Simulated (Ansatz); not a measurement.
HfIn4SiO6 in Ansatz: convergence with k mesh

Input of the first run (k mesh 2 × 2 × 2); the others differ in this setting and in those tied to it:

File input.yaml:

```yaml
crystal:
  lattice:
    - [5.69867, 0.00381, 0.01559]
    - [-0.70506, 6.10815, -0.00575]
    - [-2.73718, -1.39557, 6.63076]
  atoms:
    - { symbol: Hf, position: [0.11793, 0.01556, 0.13292] }
    - { symbol: In, position: [0.38842, 0.99901, 0.72891] }
    - { symbol: In, position: [0.75865, 0.00842, 0.49586] }
    - { symbol: In, position: [0.23461, 0.48841, 0.533] }
    - { symbol: In, position: [0.59649, 0.48211, 0.20528] }
    - { symbol: Si, position: [0.86778, 0.44029, 0.85544] }
    - { symbol: O, position: [0.55316, 0.38738, 0.7929] }
    - { symbol: O, position: [0.93454, 0.38483, 0.65596] }
    - { symbol: O, position: [0.98414, 0.26218, 0.00347] }
    - { symbol: O, position: [0.99083, 0.69806, 0.98452] }
    - { symbol: O, position: [0.08665, 0.06493, 0.39374] }
    - { symbol: O, position: [0.4868, 0.10883, 0.21799] }
hamiltonian:
  xc: pbe
  pseudopotentials: { kind: paw }
kpoints:
  mp_grid: { grid: [2, 2, 2] }
scf:
  occupations: { method: fermi_dirac, width: 0.05 }
output:
  forces: true
  stress: true
  eigenvalues: true
```

Potentials or basis: Ansatz PAW.

Run with:

```sh
$ ansatz run input.yaml --threads 8 --pin off --max-ram 20480MiB --backend cpu --events-out ev --progress --plain --runs-dir out
```

The cell was built by a generator and needn't be a form met in nature.

Hardware: 8 threads of Arm Neoverse V2, with other jobs on the host.

Q: The values tried are 2 × 2 × 2, 3 × 2 × 2, 3 × 3 × 3, 4 × 4 × 3, 5 × 4 × 4, 6 × 5 × 5, 7 × 6 × 6, 9 × 8 × 7, loosest first. From which on does the energy stay within 1 meV/atom of the tightest run that finished?

A: From 3 × 3 × 3 on.

```csv
k mesh,"energy less the tightest run, at zero smearing (meV/atom)",pressure (GPa),largest force (eV/Å),gap on the mesh (eV),SCF cycles,CPU time (s),peak memory (GiB)
2 × 2 × 2,0.79,0.06,0.125,1.149,9,7.8,0.87
3 × 2 × 2,-1.73,0.00,0.031,1.163,9,11,0.81
3 × 3 × 3,0.34,0.02,0.020,1.011,9,23,0.98
4 × 4 × 3,0.13,0.01,0.007,0.981,9,39,1.1
5 × 4 × 4,0.04,0.01,0.006,0.884,9,64,1.2
6 × 5 × 5,0.00,0.01,0.006,0.876,9,120,1.5
7 × 6 × 6,-0.01,0.01,0.006,0.876,9,200,1.9
9 × 8 × 7,0.00,0.00,0.006,0.801,9,400,2.9
```

Against the tightest run, the pressure stays within 0.1 GPa from 2 × 2 × 2 on; the largest force stays within 0.005 eV/Å from 4 × 4 × 3 on. Not settled before the last step: the gap on the mesh (to 0.01 eV). Meshes of other sizes hit other points, so gaps and Fermi surfaces needn't settle smoothly. The tightest run that finished is the yardstick and may itself not be fully converged.

Caveat, for the tightest run too: odd divisions of the mesh miss points on the zone boundary, where band edges often lie, so the gap on the mesh can be too wide; the pressure holds a Pulay correction of +0.3 GPa for the finite cutoff; spin-orbit coupling is left out, which moves the levels of the heavy elements.
